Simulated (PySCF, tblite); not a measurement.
**C4H3Cl2F+ (doublet): geometry, infrared bands and EPR parameters**

Wanted: the infrared bands and EPR parameters of C4H3Cl2F+ (doublet) (`F[C@@]1(Cl)[CH+][C]1CCl`), by calculation.

The runs use tblite 0.8.0 and PySCF 2.14.0, with density-fitted response routines of our own; the level of theory stands in each step. All values are computed, except where a source is named. Atoms are numbered from 0 throughout.

### Step 1. The molecule as given

10 atoms, charge 1, multiplicity 2; geometry from: force field or distance geometry start.

Bonds of the start (Å): F0–C1 1.39, C1–Cl2 1.73, C1–C3 1.43, C3–C4 1.43, C4–C5 1.47, C5–Cl6 1.78, C4–C1 1.43, C3–H7 1.08, C5–H8 1.10, C5–H9 1.10.

### Step 2. Optimising the geometry with GFN2-xTB

The job: settings as JSON, then the geometry in Å.

```
{"job": {"kind": "relax", "xc": "GFN2-xTB", "basis": "xTB"}, "charge": 1, "multiplicity": 2}
F     -1.373600    -0.122700     1.327700
C     -1.299700    -0.185200    -0.063000
Cl    -2.521300    -1.095300    -0.876300
C     -0.770400     0.970600    -0.728500
C      0.019500    -0.219400    -0.614100
C      1.227900    -0.322500     0.218400
Cl     2.665500     0.101500    -0.746400
H     -0.508800     1.887100    -0.210200
H      1.211400     0.340600     1.090600
H      1.358300    -1.349900     0.579200
```

On the command line:

```console
$ OMP_NUM_THREADS=1 python probes_run.py task.json out
```

One launch serves the whole session: the jobs run in the order shown.

**Question.** This job is followed by: GFN2-xTB harmonic vibrations, gas phase; UKS B3LYP, pcH-1 on C Cl F H, non-relativistic, mean-field spin-orbit, GIAO. Predict these results of the whole session: strongest single infrared mode (GFN2-xTB); zero-point energy (GFN2-xTB); g(iso) (B3LYP); ⟨S²⟩; largest a(iso); property runs in this session.

**Answer**, as computed:

```
                                 quantity                                            value
strongest single infrared mode (GFN2-xTB)                            1150 cm⁻¹, 302 km/mol
             zero-point energy (GFN2-xTB)                                    34.1 kcal/mol
                           g(iso) (B3LYP)                                          2.03445
                                     ⟨S²⟩                               0.752 (exact 0.75)
                           largest a(iso)                              1H on H8, 133.3 MHz
            property runs in this session  1, of which 0 failed and 1 gave unsound results
```

**Reading.** The optimisation took 96 steps and gained 2.180 eV; among the close pairs (by a distance rule), C3–C4 changed most, from 1.433 to 1.300 Å. No mode is imaginary among the 24: a minimum at this level. The strongest single mode, at 1150 cm⁻¹, moves mainly C1. GFN2-xTB is a fitted tight-binding method: band positions and strengths are rough. Its intensities can rank the bands wrongly. The largest spin populations lie on Cl2 (0.29 e), C1 (0.20 e). The isotropic g lies 32.1 ppt above the free-electron value. These values are not to be trusted: the run shows nearly degenerate orbitals, where second-order g theory doesn't apply. These values are for one conformer; the search (at its own cheap level) found 2 more, at 0.33, 0.71 kcal/mol, and measured spectra average over such forms.
